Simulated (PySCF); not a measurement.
# CH4Sb radical: EPR parameters

Aim: compute the EPR parameters of CH4Sb radical (`[CH2][SbH2]`).

Computed with PySCF 2.14.0 and routines of our own; the level stands in each step. Atoms count from 0.

### 1 The system as given

6 atoms, charge 0, multiplicity 2; geometry from: GFN2-xTB.

### 2 EPR parameters: PBE0/pcH-1 Sb:dyall-v2z, spin–orbit

The job: settings as JSON, then the geometry in Å.

```
{"job": {"kind": "hepr", "xc": "PBE0", "basis": {"default": "pcH-1", "Sb": "dyall-v2z"}, "rel": "so"}, "charge": 0, "multiplicity": 2}
C      0.945825    -0.042473    -0.142535
Sb    -0.916719     0.033746     0.749074
H      1.490709    -0.971987    -0.079029
H      1.576138     0.829002    -0.054446
H     -1.603930    -1.133084    -0.263648
H     -1.488901     1.286786    -0.230990
```

With the program's defaults for keys left out, this is: PBE0/pcH-1 Sb:dyall-v2z EPR parameters from three collinear SCF solutions, X2C with spin-orbit coupling, screened-nuclear two-electron part, Gaussian nuclei, gas phase.

Started as:

```console
> OMP_NUM_THREADS=1 python heavy_run.py task.json out
```

One launch serves the whole session: the jobs run in the order shown.

What it wrote:

```text
spin-free SCF
coarse grid: 23096 points
cycle   1  E = -6520.8475702365  dE = -3.068e-01  |g| = 2.191e-01  |ddm| = 1.452e+00
cycle   2  E = -6520.8296593916  dE =  1.791e-02  |g| = 2.655e-01  |ddm| = 4.563e-01
cycle   3  E = -6520.8730318076  dE = -4.337e-02  |g| = 3.499e-02  |ddm| = 3.060e-01
cycle   4  E = -6520.8740680078  dE = -1.036e-03  |g| = 1.373e-02  |ddm| = 5.345e-02
cycle   5  E = -6520.8741582334  dE = -9.023e-05  |g| = 5.073e-03  |ddm| = 1.609e-02
cycle   6  E = -6520.8741907594  dE = -3.253e-05  |g| = 1.367e-03  |ddm| = 1.281e-02
cycle   7  E = -6520.8741936639  dE = -2.905e-06  |g| = 5.002e-04  |ddm| = 3.759e-03
final grid: 46744 points
cycle   8  E = -6520.8748903728  dE = -3.554e-06  |g| = 2.557e-03  |ddm| = 1.443e-03
cycle   9  E = -6520.8748904251  dE = -5.233e-08  |g| = 4.548e-04  |ddm| = 1.044e-03
cycle  10  E = -6520.8748904087  dE =  1.642e-08  |g| = 5.104e-04  |ddm| = 1.013e-03
cycle  11  E = -6520.8748905498  dE = -1.411e-07  |g| = 6.457e-05  |ddm| = 5.175e-04
cycle  12  E = -6520.8748905530  dE = -3.181e-09  |g| = 2.724e-05  |ddm| = 8.892e-05
converged SCF energy = -6520.8748905530
two-component SCF, magnetisation along principal axis 1
cycle   1  E = -6520.1414725129  dE = -6.520e+03  |FDS-SDF| = 1.054e+02
cycle   2  E = -6521.8286428348  dE = -1.687e+00  |FDS-SDF| = 3.492e-01
cycle   3  E = -6521.8292030086  dE = -5.602e-04  |FDS-SDF| = 1.219e-02
cycle   4  E = -6521.8292161881  dE = -1.318e-05  |FDS-SDF| = 6.927e-03
cycle   5  E = -6521.8292187272  dE = -2.539e-06  |FDS-SDF| = 1.468e-03
cycle   6  E = -6521.8292192907  dE = -5.635e-07  |FDS-SDF| = 4.345e-04
cycle   7  E = -6521.8292193839  dE = -9.327e-08  |FDS-SDF| = 1.733e-04
cycle   8  E = -6521.8292194018  dE = -1.781e-08  |FDS-SDF| = 6.196e-05
converged, E = -6521.8292194018
two-component SCF, magnetisation along principal axis 2
cycle   1  E = -6520.1414725129  dE = -6.520e+03  |FDS-SDF| = 1.054e+02
cycle   2  E = -6521.8286439514  dE = -1.687e+00  |FDS-SDF| = 3.492e-01
cycle   3  E = -6521.8292040474  dE = -5.601e-04  |FDS-SDF| = 1.219e-02
cycle   4  E = -6521.8292170859  dE = -1.304e-05  |FDS-SDF| = 6.925e-03
cycle   5  E = -6521.8292195820  dE = -2.496e-06  |FDS-SDF| = 1.463e-03
cycle   6  E = -6521.8292201114  dE = -5.294e-07  |FDS-SDF| = 4.274e-04
cycle   7  E = -6521.8292201898  dE = -7.841e-08  |FDS-SDF| = 1.658e-04
cycle   8  E = -6521.8292202020  dE = -1.217e-08  |FDS-SDF| = 5.112e-05
converged, E = -6521.8292202020
two-component SCF, magnetisation along principal axis 3
cycle   1  E = -6520.1414725129  dE = -6.520e+03  |FDS-SDF| = 1.054e+02
cycle   2  E = -6521.8286429457  dE = -1.687e+00  |FDS-SDF| = 3.492e-01
cycle   3  E = -6521.8292030346  dE = -5.601e-04  |FDS-SDF| = 1.219e-02
cycle   4  E = -6521.8292161624  dE = -1.313e-05  |FDS-SDF| = 6.926e-03
cycle   5  E = -6521.8292186903  dE = -2.528e-06  |FDS-SDF| = 1.466e-03
cycle   6  E = -6521.8292192462  dE = -5.560e-07  |FDS-SDF| = 4.328e-04
cycle   7  E = -6521.8292193374  dE = -9.118e-08  |FDS-SDF| = 1.722e-04
cycle   8  E = -6521.8292193550  dE = -1.762e-08  |FDS-SDF| = 6.106e-05
converged, E = -6521.8292193550

g tensor 1.98988 2.00093 2.00196   isotropic 1.99759

Hyperfine (MHz)
atom isotope      a_iso        A1        A2        A3
  0    13C      172.25     100.08     101.13     315.55
  1  121Sb      209.24     112.12     164.86     350.75
  2     1H      -51.34     -86.69     -53.48     -13.86
  3     1H      -51.34     -86.70     -53.47     -13.85
  4     1H       61.21      58.68      58.86      66.09
  5     1H       61.24      58.70      58.89      66.12

Field gradients (au) and densities at the nuclei (bohr^-3)
atom        Vxx        Vyy        Vzz        centre      nuclear mean
  0 C     -0.0824    -0.1432     0.2256        126.239        126.236
  1 Sb     1.6386     1.9324    -3.5710     206235.007     200363.624
  2 H     -0.1582    -0.1714     0.3295          0.475          0.475
  3 H     -0.1584    -0.1715     0.3299          0.475          0.475
  4 H     -0.0605    -0.0697     0.1302          0.397          0.397
  5 H     -0.0606    -0.0699     0.1304          0.397          0.397
without picture change
  1 Sb                          -3.8483                    442225.094
```

Run time: 96 s. Hardware: 1 thread of Arm Neoverse N1, shared host; peak memory 0.73 GiB.

In short:

```
quantity   value
  g(iso)  1.9976
```

Mulliken spin populations:

```
atom  value (e)
  C0       1.04
 Sb1      -0.02
  H2      -0.04
  H3      -0.04
  H4       0.04
  H5       0.04
```

### 3 EPR parameters: PBE0/pcH-1 Sb:dyall-v2z, spin-free

The job: settings as JSON, then the geometry in Å.

```
{"job": {"kind": "hepr", "xc": "PBE0", "basis": {"default": "pcH-1", "Sb": "dyall-v2z"}, "rel": "sf"}, "charge": 0, "multiplicity": 2}
C      0.945825    -0.042473    -0.142535
Sb    -0.916719     0.033746     0.749074
H      1.490709    -0.971987    -0.079029
H      1.576138     0.829002    -0.054446
H     -1.603930    -1.133084    -0.263648
H     -1.488901     1.286786    -0.230990
```

Method: PBE0/pcH-1 Sb:dyall-v2z EPR parameters from three collinear SCF solutions, X2C without spin-orbit coupling, Gaussian nuclei, gas phase.

What it wrote:

```text
spin-free SCF
coarse grid: 23096 points
cycle   1  E = -6520.8475702365  dE = -3.068e-01  |g| = 2.191e-01  |ddm| = 1.452e+00
cycle   2  E = -6520.8296593916  dE =  1.791e-02  |g| = 2.655e-01  |ddm| = 4.563e-01
cycle   3  E = -6520.8730318076  dE = -4.337e-02  |g| = 3.499e-02  |ddm| = 3.060e-01
cycle   4  E = -6520.8740680078  dE = -1.036e-03  |g| = 1.373e-02  |ddm| = 5.345e-02
cycle   5  E = -6520.8741582334  dE = -9.023e-05  |g| = 5.073e-03  |ddm| = 1.609e-02
cycle   6  E = -6520.8741907594  dE = -3.253e-05  |g| = 1.367e-03  |ddm| = 1.281e-02
cycle   7  E = -6520.8741936639  dE = -2.905e-06  |g| = 5.002e-04  |ddm| = 3.759e-03
final grid: 46744 points
cycle   8  E = -6520.8748903728  dE = -3.554e-06  |g| = 2.557e-03  |ddm| = 1.443e-03
cycle   9  E = -6520.8748904251  dE = -5.233e-08  |g| = 4.548e-04  |ddm| = 1.044e-03
cycle  10  E = -6520.8748904087  dE =  1.642e-08  |g| = 5.104e-04  |ddm| = 1.013e-03
cycle  11  E = -6520.8748905498  dE = -1.411e-07  |g| = 6.457e-05  |ddm| = 5.175e-04
cycle  12  E = -6520.8748905530  dE = -3.181e-09  |g| = 2.724e-05  |ddm| = 8.892e-05
converged SCF energy = -6520.8748905530
two-component SCF, magnetisation along principal axis 1
cycle   1  E = -6520.8748905536  dE = -6.521e+03  |FDS-SDF| = 3.853e-05
cycle   2  E = -6520.8748905547  dE = -1.107e-09  |FDS-SDF| = 3.197e-05
converged, E = -6520.8748905547
two-component SCF, magnetisation along principal axis 2
cycle   1  E = -6520.8748905537  dE = -6.521e+03  |FDS-SDF| = 3.853e-05
cycle   2  E = -6520.8748905550  dE = -1.225e-09  |FDS-SDF| = 3.197e-05
converged, E = -6520.8748905550
two-component SCF, magnetisation along principal axis 3
cycle   1  E = -6520.8748905541  dE = -6.521e+03  |FDS-SDF| = 3.853e-05
cycle   2  E = -6520.8748905553  dE = -1.155e-09  |FDS-SDF| = 3.197e-05
converged, E = -6520.8748905553

g tensor 2.00232 2.00242 2.00247   isotropic 2.00241

Hyperfine (MHz)
atom isotope      a_iso        A1        A2        A3
  0    13C      170.81      97.14      98.87     316.42
  1  121Sb      211.89     140.91     180.97     313.81
  2     1H      -51.66     -86.98     -53.34     -14.67
  3     1H      -51.66     -86.99     -53.32     -14.66
  4     1H       61.27      58.63      58.99      66.20
  5     1H       61.30      58.66      59.01      66.23

Field gradients (au) and densities at the nuclei (bohr^-3)
atom        Vxx        Vyy        Vzz        centre      nuclear mean
  0 C     -0.0827    -0.1429     0.2256        126.238        126.236
  1 Sb     1.6316     1.9266    -3.5582     206099.412     200227.922
  2 H     -0.1582    -0.1713     0.3295          0.475          0.475
  3 H     -0.1584    -0.1715     0.3299          0.475          0.475
  4 H     -0.0605    -0.0698     0.1303          0.397          0.397
  5 H     -0.0606    -0.0699     0.1305          0.397          0.397
without picture change
  1 Sb                          -3.8345                    442240.027
```

Wall time 44 s (1 thread of Arm Neoverse N1, shared host); peak memory 0.69 GiB.

In short:

```
quantity   value
  g(iso)  2.0024
```

### 4 EPR parameters: PBE0/pcH-1 Sb:dyall-v2z, non-relativistic

The job: settings as JSON, then the geometry in Å.

```
{"job": {"kind": "hepr", "xc": "PBE0", "basis": {"default": "pcH-1", "Sb": "dyall-v2z"}, "rel": "nr"}, "charge": 0, "multiplicity": 2}
C      0.945825    -0.042473    -0.142535
Sb    -0.916719     0.033746     0.749074
H      1.490709    -0.971987    -0.079029
H      1.576138     0.829002    -0.054446
H     -1.603930    -1.133084    -0.263648
H     -1.488901     1.286786    -0.230990
```

Level: PBE0/pcH-1 Sb:dyall-v2z EPR parameters from three collinear SCF solutions, non-relativistic, Gaussian nuclei, gas phase.

What it wrote:

```text
non-relativistic SCF
coarse grid: 23096 points
cycle   1  E = -6355.7097162389  dE = -1.942e+02  |g| = 5.320e+00  |ddm| = 1.983e+00
cycle   2  E = -6355.7241409663  dE = -1.442e-02  |g| = 1.640e+00  |ddm| = 9.424e-01
cycle   3  E = -6355.7237578784  dE =  3.831e-04  |g| = 8.972e-01  |ddm| = 1.194e+00
cycle   4  E = -6355.9053997692  dE = -1.816e-01  |g| = 2.587e-01  |ddm| = 8.779e-01
cycle   5  E = -6355.9456806053  dE = -4.028e-02  |g| = 4.526e-02  |ddm| = 3.042e-01
cycle   6  E = -6355.9467927064  dE = -1.112e-03  |g| = 1.574e-02  |ddm| = 6.330e-02
cycle   7  E = -6355.9469535998  dE = -1.609e-04  |g| = 3.413e-03  |ddm| = 2.568e-02
cycle   8  E = -6355.9469739542  dE = -2.035e-05  |g| = 1.131e-03  |ddm| = 1.124e-02
cycle   9  E = -6355.9469759547  dE = -2.000e-06  |g| = 3.465e-04  |ddm| = 3.295e-03
final grid: 46744 points
cycle  10  E = -6355.9471562391  dE = -2.082e-07  |g| = 3.077e-04  |ddm| = 1.037e-03
cycle  11  E = -6355.9471562864  dE = -4.738e-08  |g| = 1.627e-04  |ddm| = 5.885e-04
cycle  12  E = -6355.9471563058  dE = -1.939e-08  |g| = 8.626e-05  |ddm| = 2.901e-04
cycle  13  E = -6355.9471563126  dE = -6.725e-09  |g| = 4.115e-05  |ddm| = 1.527e-04
converged SCF energy = -6355.9471563126
two-component SCF, magnetisation along principal axis 1
cycle   1  E = -6355.9471563125  dE = -6.356e+03  |FDS-SDF| = 5.819e-05
cycle   2  E = -6355.9471563136  dE = -1.125e-09  |FDS-SDF| = 5.714e-05
converged, E = -6355.9471563136
two-component SCF, magnetisation along principal axis 2
cycle   1  E = -6355.9471563125  dE = -6.356e+03  |FDS-SDF| = 5.819e-05
cycle   2  E = -6355.9471563138  dE = -1.206e-09  |FDS-SDF| = 5.713e-05
converged, E = -6355.9471563138
two-component SCF, magnetisation along principal axis 3
cycle   1  E = -6355.9471563125  dE = -6.356e+03  |FDS-SDF| = 5.819e-05
cycle   2  E = -6355.9471563137  dE = -1.149e-09  |FDS-SDF| = 5.713e-05
converged, E = -6355.9471563137

Hyperfine (MHz)
atom isotope      a_iso        A1        A2        A3
  0    13C      166.93      94.17      95.59     311.01
  1  121Sb      131.42      61.64      98.72     233.90
  2     1H      -50.82     -85.73     -52.48     -14.26
  3     1H      -50.82     -85.73     -52.47     -14.25
  4     1H       59.55      57.15      57.21      64.31
  5     1H       59.58      57.18      57.23      64.34

Field gradients (au) and densities at the nuclei (bohr^-3)
atom        Vxx        Vyy        Vzz        centre      nuclear mean
  0 C     -0.0918    -0.1373     0.2291        125.432        125.430
  1 Sb     1.5224     1.8324    -3.3548      92652.122      92336.270
  2 H     -0.1583    -0.1715     0.3297          0.474          0.474
  3 H     -0.1584    -0.1717     0.3301          0.475          0.475
  4 H     -0.0634    -0.0735     0.1369          0.401          0.401
  5 H     -0.0635    -0.0736     0.1371          0.401          0.401
```

It took 32 s on 1 thread of Arm Neoverse N1, shared host; peak memory 0.65 GiB.

### 5 Results

```
                                                  quantity                                          value
      g(iso) (step 2, PBE0/pcH-1 Sb:dyall-v2z, spin–orbit)                                         1.9976
      a(iso) (step 2, PBE0/pcH-1 Sb:dyall-v2z, spin–orbit)  121Sb Sb1 209.2, 13C C0 172.2, 1H H5 61.2 MHz
       g(iso) (step 3, PBE0/pcH-1 Sb:dyall-v2z, spin-free)                                         2.0024
       a(iso) (step 3, PBE0/pcH-1 Sb:dyall-v2z, spin-free)  121Sb Sb1 211.9, 13C C0 170.8, 1H H5 61.3 MHz
a(iso) (step 4, PBE0/pcH-1 Sb:dyall-v2z, non-relativistic)  13C C0 166.9, 121Sb Sb1 131.4, 1H H5 59.6 MHz
```

What this shows: Without spin-orbit coupling g stays near the free electron's, so those rows hold no g shift.
